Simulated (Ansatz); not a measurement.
**C₃H₇BO₃: a ladder of functionals and wavefunction methods**

Aim: compute C₃H₇BO₃ with functionals from several rungs and with coupled cluster. The yardstick is the atomisation energy at the CCSD(T) limit.

Computed with Ansatz 0.2.0, Gaussian basis. Level: functionals in def2-TZVPP, the program's frozen cores in correlated methods.

Levels to be run: PBE-D4, r2SCAN-D4, PBE0-D4, B3LYP-D4, ωB97X-V, ωB97M-V, B2PLYP; CCSD(T)/def2-TZVPP; MP2/def2-QZVPP; extrapolation to the limit.

### Step 1. Structure used throughout

The geometry comes from an earlier relaxation with PBE0-D4 in a triple-zeta def2 set; it is a stationary point, not always the lowest conformer.

SMILES `C=CCOB(O)O`, 14 atoms, charge 0, spin multiplicity 1.

Atoms are counted from 1 here; the program's logs count them from 0.

Bond lengths: C1–C2 1.324 Å, C1–H8 1.084 Å, C1–H9 1.086 Å, C2–C3 1.489 Å, C2–H10 1.088 Å, C3–O4 1.420 Å, C3–H11 1.096 Å, C3–H12 1.095 Å, O4–B5 1.362 Å, B5–O6 1.368 Å, B5–O7 1.366 Å, O6–H13 0.960 Å, O7–H14 0.960 Å. Angles: C2–C1–H8 121.7°, C2–C1–H9 121.3°, H8–C1–H9 117.0°, C1–C2–C3 124.1°, C1–C2–H10 120.3°, C3–C2–H10 115.6°, C2–C3–O4 109.5°, C2–C3–H11 110.2°, C2–C3–H12 110.3°, O4–C3–H11 109.6°, O4–C3–H12 109.6°, H11–C3–H12 107.7°, C3–O4–B5 121.2°, O4–B5–O6 119.4°, O4–B5–O7 120.9°, O6–B5–O7 119.7°, B5–O6–H13 111.8°, B5–O7–H14 111.8°.

### Step 2. PBE-D4 (GGA)

in.yaml reads:

```yaml
crystal:
  periodic: [false, false, false]
  atoms:
    - {symbol: C, position_ang: [-1.010393, 2.446910, 0.961754]}
    - {symbol: C, position_ang: [-0.789153, 1.141724, 0.985279]}
    - {symbol: C, position_ang: [-0.454074, 0.330799, -0.217492]}
    - {symbol: O, position_ang: [0.728551, -0.415494, 0.029664]}
    - {symbol: B, position_ang: [0.966128, -1.594150, -0.609539]}
    - {symbol: O, position_ang: [2.124440, -2.275629, -0.352998]}
    - {symbol: O, position_ang: [0.063395, -2.104417, -1.498092]}
    - {symbol: H, position_ang: [-1.286605, 2.993697, 1.855618]}
    - {symbol: H, position_ang: [-0.928061, 3.016965, 0.041318]}
    - {symbol: H, position_ang: [-0.865346, 0.589343, 1.919053]}
    - {symbol: H, position_ang: [-1.277013, -0.352536, -0.454909]}
    - {symbol: H, position_ang: [-0.302836, 0.982343, -1.084436]}
    - {symbol: H, position_ang: [2.674363, -1.816660, 0.285797]}
    - {symbol: H, position_ang: [0.356604, -2.942903, -1.861028]}
basis:
  gaussian: {orbitals: def2-TZVPP}
hamiltonian: {xc: pbe, dispersion: d4}
output: {forces: true, orbitals: {seedname: orbitals}}
```

Run with:

```sh
$ ansatz run in.yaml --threads 2 --pin off --events-out ev --progress --plain --max-ram 22528MiB --backend cuda --devices 0, --max-vram 18GiB
```

After this run come: r2SCAN-D4 (meta-GGA); PBE0-D4 (hybrid); B3LYP-D4 (hybrid); ωB97X-V (range-separated); ωB97M-V (range-separated); B2PLYP (double hybrid); CCSD(T) in def2-TZVPP; MP2 in def2-QZVPP.

**Question.** What will the summary of the whole plan be? Wanted: atomisation energy, CCSD(T)/CBS; farthest; mean size of error, hybrid; mean size of error, range-separated; gap, smallest and largest; T1 diagnostic; triples share of the correlation energy.

**Answer**, as computed:

```
                               quantity                                           value
        atomisation energy, CCSD(T)/CBS                                   6101.4 kJ/mol
 functionals within 30.5 kJ/mol (0.5 %)  r2SCAN-D4, PBE0-D4, B3LYP-D4, ωB97X-V, ωB97M-V
                               farthest                          PBE-D4 (+158.3 kJ/mol)
             mean size of error, hybrid                                     11.6 kJ/mol
    mean size of error, range-separated                                     14.0 kJ/mol
              gap, smallest and largest            5.50 eV (PBE-D4), 12.33 eV (ωB97X-V)
                          T1 diagnostic                                          0.0118
triples share of the correlation energy                                           3.8 %
```

PBE-D4 is off by +158.3 kJ/mol. Double hybrids carry the basis error of their MP2 part in triple zeta, and no dispersion term here, so their miss is partly the set-up's. The reference freezes the cores and leaves out relativity and excitations past (T), so misses under about 30.5 kJ/mol can't be ranked. Hartree-Fock recovers 73 % of the binding; the rest is correlation. Orbital gaps span 5.5 to 12.3 eV; exact exchange widens them.
